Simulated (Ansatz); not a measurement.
# W: the cost of one run

Computed with Ansatz 0.2.0 (DFT r2SCAN, scalar-relativistic, plane waves, PAW, unless a step's input says otherwise).

This is W in the fcc structure; at room conditions it is bcc.

2 further runs of the same task are left out: 2 set aside as unsound or not needed.

## 1. Starting point

It takes space group Fm-3m (No. 225, cubic). Conventional cell: a = 4.017 Å, b = 4.017 Å, c = 4.017 Å, α = 90.00°, β = 90.00°, γ = 90.00°. Around W (site symmetry m-3m) lie 12 W at 2.84 Å.

As a file:

```
CELL_PARAMETERS angstrom
0.00000 2.00858 2.00858
2.00858 0.00000 2.00858
2.00858 2.00858 0.00000
ATOMIC_POSITIONS crystal
W 0.00000 0.00000 0.00000
```

This cell was relaxed beforehand with the same method: volume 16.21 Å³/atom, gap on the mesh none (metal).

## 2. The undisturbed cell

The input, input.yaml:

```yaml
crystal:
  lattice:
    - [0.0, 2.0085763247, 2.0085763247]
    - [2.0085763247, 0.0, 2.0085763247]
    - [2.0085763247, 2.0085763247, 0.0]
  atoms:
    - { symbol: W, position: [0.0, 0.0, 0.0] }
basis:
  ecutwfc: 500
kpoints:
  mp_grid: { grid: [26, 26, 26] }
hamiltonian:
  xc: r2scan
scf:
  occupations: { method: gaussian, width: 0.15 }
output:
  forces: true
  stress: true
  eigenvalues: true
```

On the command line:

```
$ ansatz run input.yaml --threads 1 --pin off --max-ram 2560MiB --backend cpu --events-out ev --progress --plain --runs-dir out
```

**Question.** How long does this run take on 1 thread of Intel Xeon 6975P-C (Granite Rapids), shared host, and how much memory does it need?

About 5.3 s, with a peak of 0.49 GiB.
